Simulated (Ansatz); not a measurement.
# ClGe2H5: the cost of one run

Program: Ansatz 0.2.0. Level of theory: RKS BHLYP-D4/def2-SVP. These are calculated values, not measurements.

## (1) The structure to begin with

Bond lengths: Ge1–Ge2 2.600 Å, Ge2–H3 1.550 Å, Ge2–H4 1.550 Å, Ge2–H5 1.550 Å, Ge1–H6 1.750 Å, Ge1–H7 1.549 Å, Ge1–Cl8 2.218 Å. Angles: Ge1–Ge2–H3 77.6°, Ge1–Ge2–H4 131.2°, Ge1–Ge2–H5 113.2°, H3–Ge2–H4 109.4°, H3–Ge2–H5 109.4°, H4–Ge2–H5 109.4°, Ge2–Ge1–H6 54.3°, Ge2–Ge1–H7 122.5°, Ge2–Ge1–Cl8 122.5°, H6–Ge1–H7 119.0°, H6–Ge1–Cl8 119.0°, H7–Ge1–Cl8 109.5°.

As a file:

```xyz
8

Ge    0.0000    0.0000    0.0000
Ge    1.4273    0.0000    2.1732
H     0.0314   -0.4318    2.6906
H     2.4991   -0.9929    2.6906
H     1.7512    1.4247    2.6906
H     1.7485    0.0000    0.0731
H    -0.7300    1.2648   -0.5162
Cl   -1.0456   -1.8115   -0.7393
```

## (2) A restrained relaxation towards end A

Springs on the bonds that form and break draw the guess towards this end; the thresholds are loose.

input.yaml reads:

```yaml
crystal:
  periodic: [false, false, false]
  atoms:
    - { symbol: Ge, position_ang: [0.0, 0.0, 0.0] }
    - { symbol: Ge, position_ang: [1.4273, 0.0, 2.1732] }
    - { symbol: H, position_ang: [0.0314, -0.4318, 2.6906] }
    - { symbol: H, position_ang: [2.4991, -0.9929, 2.6906] }
    - { symbol: H, position_ang: [1.7512, 1.4247, 2.6906] }
    - { symbol: H, position_ang: [1.7485, 0.0, 0.0731] }
    - { symbol: H, position_ang: [-0.73, 1.2648, -0.5162] }
    - { symbol: Cl, position_ang: [-1.0456, -1.8115, -0.7393] }
basis:
  gaussian: { orbitals: def2-SVP }
hamiltonian:
  xc: { name: BHLYP }
  dispersion: d4
relax:
  f_tol: 0.15
  max_steps: 25
  restrain:
    - { distance: [1, 5], at: 2.75, k: 30.0 }
    - { distance: [0, 1], at: 2.4, k: 30.0 }
    - { distance: [0, 5], at: 1.55, k: 30.0 }
output:
  orbitals: {}
```

The run is started by

```bash
$ ansatz run input.yaml --threads 2 --pin off --max-ram 3072MiB --backend cpu --events-out ev --progress --plain --runs-dir out
```

Q: Estimate wall time and peak memory on 2 threads of Arm Neoverse V1, shared host.

About 22 s, with a peak of 0.27 GiB.
